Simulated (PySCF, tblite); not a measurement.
**C₄H₈N₂Si: geometry, infrared bands and NMR shifts**

Aim: predict the infrared bands and NMR shifts of C₄H₈N₂Si (`Cc1cnn([SiH3])c1`).

Programs: tblite 0.8.0 and PySCF 2.14.0, with density-fitted response routines of our own. Each step states its level of theory. These are calculated values for one molecule in the gas phase, unless marked as measured. Atoms are numbered from 0 throughout.

## (1) The molecule as given

15 atoms, charge 0, multiplicity 1; geometry from: force field or distance geometry start.

Bonds of the start (Å): C0–C1 1.48, C1–C2 1.39, C2–N3 1.34, N3–N4 1.34, N4–Si5 1.79, N4–C6 1.36, C6–C1 1.40, C0–H7 1.13, C0–H8 1.10, C0–H9 1.12, C2–H10 1.09, Si5–H11 1.45, Si5–H12 1.48, Si5–H13 1.47, C6–H14 1.07.

## (2) Geometry optimisation with GFN2-xTB

What the job is given:

```
{"job": {"kind": "relax", "xc": "GFN2-xTB", "basis": "xTB"}, "charge": 0, "multiplicity": 1}
C     -2.538800    -0.377400    -0.063000
C     -1.149200     0.121000     0.071800
C     -0.727400     1.339300     0.583000
N      0.606600     1.384300     0.524800
N      1.065100     0.221400     0.034100
Si     2.798600    -0.148200    -0.210400
C      0.008300    -0.581100    -0.269300
H     -2.995000    -0.496100     0.963900
H     -3.174600     0.324700    -0.628400
H     -2.468300    -1.388000    -0.551900
H     -1.379600     2.134600     0.941100
H      3.320600     0.283900    -1.497400
H      2.939000    -1.622700    -0.115400
H      3.641900     0.375500     0.876700
H      0.048300    -1.563400    -0.681500
```

Command:

```
$ OMP_NUM_THREADS=1 python probes_run.py task.json out
```

The driver reads the jobs from task.json and runs them one after another.

**Question.** This job is followed by: GFN2-xTB harmonic vibrations, gas phase; GIAO PBE0/pcSseg-1 NMR shielding, non-relativistic, gas phase. Predict these results of the whole session: strongest single infrared mode (GFN2-xTB); zero-point energy (GFN2-xTB); 13C shifts against TMS (PBE0/pcSseg-1); 1H shifts against TMS (PBE0/pcSseg-1, means over atoms taken as alike); 15N shifts against NH3 (PBE0/pcSseg-1); 29Si shifts against TMS (PBE0/pcSseg-1); surface potential, 1st and 99th percentile.

The runs gave:

| quantity | value |
| --- | --- |
| strongest single infrared mode (GFN2-xTB) | 792 cm⁻¹, 415 km/mol |
| zero-point energy (GFN2-xTB) | 69.1 kcal/mol |
| 13C shifts against TMS (PBE0/pcSseg-1) | 149.4, 137.7, 124.1, 11.1 ppm |
| 1H shifts against TMS (PBE0/pcSseg-1, means over atoms taken as alike) | 7.77, 7.34, 5.15, 2.31 ppm |
| 15N shifts against NH3 (PBE0/pcSseg-1) | 363.2, 217.7 ppm |
| 29Si shifts against TMS (PBE0/pcSseg-1) | -49.7 ppm |
| surface potential, 1st and 99th percentile | -1.76 V and 1.44 V |

Over 42 steps the energy fell by 0.299 eV; of the close pairs, C0–H7 changed most, 1.130 to 1.090 Å. The lowest mode is slightly imaginary (13i cm⁻¹), a soft motion within the noise of the Hessian, so the minimum is not strictly shown. The strongest single mode, at 792 cm⁻¹, moves mainly H12 and H11. Unscaled tight-binding wavenumbers are off by several per cent, some by more. Its intensities can rank the bands wrongly. At PBE0/pcSseg-1: The widest tensor belongs to N3: span 500 ppm, with a paramagnetic part of -419 ppm. NICS(1)zz of -30 ppm above the planar ring from C1 marks a diatropic (aromatic) ring current.
